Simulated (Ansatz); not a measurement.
What does this script print? It uses Ansatz 0.2.0, Python API.

`zrznf6_mass.py`
```python
'''Effective masses of ZrZnF6 by finite differences.'''

import warnings

import ansatz as az
import numpy as np

warnings.simplefilter('ignore', az.DeckWarning)

xtal = (
    az.Lattice.of((0.0, 4.0288961, 4.0288961), (4.0288961, 0.0, 4.0288961), (4.0288961, 4.0288961, 0.0))
    .atom('Zr', (0.0, 0.0, 0.0))
    .atom('Zn', (0.5, 0.5, 0.5))
    .atom('F', (0.75013986, 0.24986014, 0.24986014))
    .atom('F', (0.24986014, 0.75013986, 0.75013986))
    .atom('F', (0.24986014, 0.75013986, 0.24986014))
    .atom('F', (0.75013986, 0.24986014, 0.75013986))
    .atom('F', (0.24986014, 0.24986014, 0.75013986))
    .atom('F', (0.75013986, 0.75013986, 0.24986014))
)

setup = (
    xtal.calculation()
    .kpoints(4)
    .pseudopotentials('paw')
    .functional('pbesol')
    .occupations('fixed')
)
# find the band extrema among the mesh points first
res = setup.band_table().run(threads=1)
summary = res.report
levels = np.array(summary['eigenvalues_ev'])
filled = round(summary['n_electrons'] / 2)
edges = {'top filled band': (filled - 1, levels[:, filled - 1].argmax()), 'lowest empty band': (filled, levels[:, filled].argmin())}
gap = levels[:, filled].min() - levels[:, filled - 1].max()
print(f'gap on the mesh {gap:.3f} eV')
if gap <= 0.05:
    print('no gap: band-edge masses have no meaning here')
    edges = {}
reciprocal = 2 * np.pi * np.linalg.inv(res.lattice.cell_ang).T
step = 0.01  # 1/A

# m/m_e = (hbar^2/m_e) / (d2E/dk2), with hbar^2/m_e = 7.61996 eV A^2
pairs = [(0, 1), (0, 2), (1, 2)]
moves = [sign * axis for axis in np.eye(3) for sign in (-1, 1)]
moves += [s1 * np.eye(3)[i] + s2 * np.eye(3)[j] for i, j in pairs for s1 in (1, -1) for s2 in (1, -1)]
for name, (band, index) in edges.items():
    together = int(np.sum(np.abs(levels[index] - levels[index, band]) < 2e-3))
    print(name, 'at k =', np.round(summary['kpoints_frac'][index], 4), f'E = {levels[index, band]:.4f} eV, degeneracy {together}')
    centre = np.array(summary['kpoints_frac'][index]) @ reciprocal
    points = [centre] + [centre + step * move for move in moves]
    table = setup.band_structure(points, intervals=1, cartesian=True).run(threads=1).band_structure().channels[0].eigenvalues_ev
    if together > 1:
        level = np.flatnonzero(np.abs(levels[index] - levels[index, band]) < 2e-3)
        along = (table[1, level] + table[2, level] - 2 * table[0, level]) / step ** 2
        print('  degenerate level, no single mass tensor; masses of its branches along x:', np.round(7.61996 / along, 3), 'm_e')
        continue
    e = table[:, band]
    hessian = np.diag((e[1:7:2] + e[2:7:2] - 2 * e[0]) / step ** 2)
    for (i, j), (pp, pm, mp, mm) in zip(pairs, e[7:].reshape(3, 4)):
        hessian[i, j] = hessian[j, i] = (pp - pm - mp + mm) / (4 * step ** 2)
    curvatures, axes = np.linalg.eigh(hessian)
    slope = (e[2:7:2] - e[1:7:2]) / (2 * step)
    print('  slope (eV A):', np.round(slope, 3) + 0.0, '' if np.abs(slope).max() < 0.05 else '- no extremum here, so these are local curvatures and no band-edge masses')
    for curvature, axis in zip(curvatures, axes.T):
        print(f'  principal mass {7.61996 / curvature:8.3f} m_e along', np.round(axis, 2) + 0.0)
```

```console
$ python zrznf6_mass.py
gap on the mesh 6.216 eV
top filled band at k = [ 0.   0.  -0.5] E = 0.3440 eV, degeneracy 2
  degenerate level, no single mass tensor; masses of its branches along x: [  -0.6  -274.17] m_e
lowest empty band at k = [ 0.   0.  -0.5] E = 6.5597 eV, degeneracy 1
  slope (eV A): [0. 0. 0.]
  principal mass   20.427 m_e along [-0.58 -0.58  0.58]
  principal mass    3.867 m_e along [ 0.26 -0.8  -0.54]
  principal mass    3.867 m_e along [ 0.78 -0.17  0.61]
```

Spin is left out of this run. Semilocal gaps usually lie well under measured ones. The structure comes from a database of computed cells and needn't be a stable or known phase. Levels are Kohn-Sham eigenvalues on this mesh, without spin-orbit coupling. The masses are finite-difference curvatures at extrema found on a coarse mesh, which needn't be the true band edges; a step that is long against the gap makes them too heavy. At a valence maximum the curvature is negative (the hole mass is its size); mixed signs mark a saddle. Spin-orbit coupling is left out, and light masses scale with the Kohn-Sham gap. Run time: 13 s on 1 thread of Arm Neoverse V2, on a shared host, peak memory 0.46 GiB.
